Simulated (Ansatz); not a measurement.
Write a Python script for Ansatz's Python interface that makes a rigid scan of one bond length of CH3ITe, SMILES [TeH]CI. Settings (for the species named): r2SCAN, def2-SVP basis, multiplicity 1.

```yaml
atoms:
  - { symbol: Te, position_ang: [-1.3857, -1.0000, -0.0152] }
  - { symbol: C, position_ang: [0.4883, -0.0962, 0.3425] }
  - { symbol: I, position_ang: [0.2951, 2.0339, 0.3618] }
  - { symbol: H, position_ang: [-1.4249, -0.1633, -1.5795] }
  - { symbol: H, position_ang: [1.1962, -0.4055, -0.4772] }
  - { symbol: H, position_ang: [0.8731, -0.4329, 1.3213] }
```

`ch3ite.py`
```python
'''Stretching a bond of CH3ITe, the rest held rigid.'''

import ansatz as az
import numpy as np

ch3ite = (
    az.Crystal.molecule()
    .atom('Te', (-1.3857, -1.0, -0.0152))
    .atom('C', (0.4883, -0.0962, 0.3425))
    .atom('I', (0.2951, 2.0339, 0.3618))
    .atom('H', (-1.4249, -0.1633, -1.5795))
    .atom('H', (1.1962, -0.4055, -0.4772))
    .atom('H', (0.8731, -0.4329, 1.3213))
)

symbols = [site.symbol for site in ch3ite.cartesian_sites]
start = np.array([site.position_ang for site in ch3ite.cartesian_sites])
axis = (start[2] - start[1]) / np.linalg.norm(start[2] - start[1])
moving = [2]
lengths, energies = [1.882, 1.968, 2.053, 2.139, 2.224, 2.31, 2.396, 2.524], []
for length in lengths:
    xyz = start.copy()
    xyz[moving] += (length - np.linalg.norm(start[2] - start[1])) * axis
    point = az.Crystal.molecule()
    for symbol, place in zip(symbols, xyz):
        point = point.atom(symbol, place.tolist())
    base = (
        point.calculation()
        .basis(gaussian='def2-SVP')
        .functional('r2SCAN')
    )
    data = base.run(threads=1, pin='off').report
    energies.append(data['free_energy_ev'])
    print(f'r = {length:6.3f} A  E = {energies[-1]:.5f} eV  <S^2> = {abs(data["mean_field"]["state"]["spin_squared"]):.3f}')

# quartic fit about the minimum
fit = np.polynomial.Polynomial.fit(lengths, np.array(energies) - min(energies), 4).convert()
roots = [r.real for r in fit.deriv().roots() if abs(r.imag) < 1e-9 and fit.deriv(2)(r.real) > 0]
r_e = min(roots, key=lambda r: abs(r - lengths[int(np.argmin(energies))]))
print(f'minimum of the fit at {r_e:.4f} A, force constant {fit.deriv(2)(r_e):.2f} eV/A^2')
```

`python ch3ite.py` gives:
```text
r =  1.882 A  E = -16482.74558 eV  <S^2> = 0.000
r =  1.968 A  E = -16483.23557 eV  <S^2> = 0.000
r =  2.053 A  E = -16483.49675 eV  <S^2> = 0.000
r =  2.139 A  E = -16483.60442 eV  <S^2> = 0.000
r =  2.224 A  E = -16483.60516 eV  <S^2> = 0.000
r =  2.310 A  E = -16483.53473 eV  <S^2> = 0.000
r =  2.396 A  E = -16483.41819 eV  <S^2> = 0.000
r =  2.524 A  E = -16483.19621 eV  <S^2> = 0.000
minimum of the fit at 2.1791 A, force constant 11.93 eV/A^2
```

What to keep in mind:
- Total energies depend on the basis set; only differences at equal settings carry meaning.
- The rest of the molecule is held rigid at a force-field or estimated start geometry, and the basis set is modest; single-reference methods fail as a bond breaks.
- def2 sets replace the cores of elements past krypton by effective core potentials.
- The orbitals are restricted, so S² is zero by construction.
- Timing: 34 s on 1 thread of Arm Neoverse V2, with other jobs on the host, peak memory 0.21 GiB.
